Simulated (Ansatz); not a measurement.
**C₂H₆AsN: small, medium and large basis sets**

An exercise on one series of results from a longer session: the logs are not shown, and one member is left open.

The runs use Ansatz 0.2.0, Gaussian basis; one geometry, several basis sets.

Plan: PBE0-D4/def2-SVP; ωB97M-V/def2-SVP; PBE0-D4/def2-QZVPP; ωB97M-V/def2-QZVPP; the functionals' def2-TZVPP values are taken from earlier runs.

## The geometry

The geometry comes from an earlier relaxation with PBE0-D4 in a triple-zeta def2 set; it is a stationary point, not always the lowest conformer.

SMILES `C=N[AsH]C`, 10 atoms, charge 0, spin multiplicity 1.

Atoms are counted from 1 here; the program's logs count them from 0.

Bond lengths: C1–N2 1.258 Å, C1–H5 1.100 Å, C1–H6 1.095 Å, N2–As3 1.867 Å, As3–C4 1.959 Å, As3–H7 1.539 Å, C4–H8 1.090 Å, C4–H9 1.091 Å, C4–H10 1.089 Å. Angles: N2–C1–H5 124.7°, N2–C1–H6 119.2°, H5–C1–H6 116.1°, C1–N2–As3 120.8°, N2–As3–C4 95.7°, N2–As3–H7 98.1°, C4–As3–H7 95.8°, As3–C4–H8 108.1°, As3–C4–H9 108.8°, As3–C4–H10 111.4°, H8–C4–H9 108.9°, H8–C4–H10 109.7°, H9–C4–H10 110.0°.

Coordinates:

| atom | x (Å) | y (Å) | z (Å) |
| --- | --- | --- | --- |
| C1 | -0.74076 | 1.91146 | -0.12916 |
| N2 | -1.05766 | 0.69403 | -0.12844 |
| As3 | -0.27748 | -0.49755 | 1.07892 |
| C4 | 0.49083 | -1.67706 | -0.28320 |
| H5 | 0.03582 | 2.35775 | 0.50987 |
| H6 | -1.25618 | 2.59664 | -0.80999 |
| H7 | 1.01792 | 0.28723 | 1.35249 |
| H8 | -0.32593 | -2.20990 | -0.76973 |
| H9 | 1.14315 | -2.40103 | 0.20713 |
| H10 | 1.05328 | -1.11277 | -1.02509 |

Set-up of the first run:

File in.yaml:

```yaml
crystal:
  periodic: [false, false, false]
  atoms:
    - {symbol: C, position_ang: [-0.740756, 1.911463, -0.129161]}
    - {symbol: N, position_ang: [-1.057656, 0.694030, -0.128438]}
    - {symbol: As, position_ang: [-0.277481, -0.497554, 1.078919]}
    - {symbol: C, position_ang: [0.490833, -1.677057, -0.283204]}
    - {symbol: H, position_ang: [0.035819, 2.357750, 0.509871]}
    - {symbol: H, position_ang: [-1.256180, 2.596642, -0.809994]}
    - {symbol: H, position_ang: [1.017920, 0.287231, 1.352494]}
    - {symbol: H, position_ang: [-0.325929, -2.209900, -0.769727]}
    - {symbol: H, position_ang: [1.143154, -2.401030, 0.207132]}
    - {symbol: H, position_ang: [1.053276, -1.112774, -1.025091]}
basis:
  gaussian: {orbitals: def2-SVP}
hamiltonian: {xc: pbe0, dispersion: d4}
output: {orbitals: {seedname: orbitals}}
```

Command:

```
ansatz run in.yaml --threads 4 --pin off --events-out ev --progress --plain --max-ram 10444MiB
```

Steps of the session up to this table: PBE0-D4 in def2-SVP; ωB97M-V in def2-SVP; PBE0-D4 in def2-QZVPP; ωB97M-V in def2-QZVPP.

One table of the session follows, with a row left open; its other results are not shown here.

It belongs to the step «Density functionals: the series». 

| functional | basis | HOMO (eV) |
| --- | --- | --- |
| PBE0-D4 | def2-SVP | ? |
| PBE0-D4 | def2-TZVPP | -6.95 |
| PBE0-D4 | def2-QZVPP | -6.99 |
| ωB97M-V | def2-SVP | -9.05 |
| ωB97M-V | def2-TZVPP | -9.11 |
| ωB97M-V | def2-QZVPP | -9.15 |

Estimate the missing values for PBE0-D4, def2-SVP.

As computed: HOMO (eV): -6.89. In the column «HOMO (eV)» it is the highest.
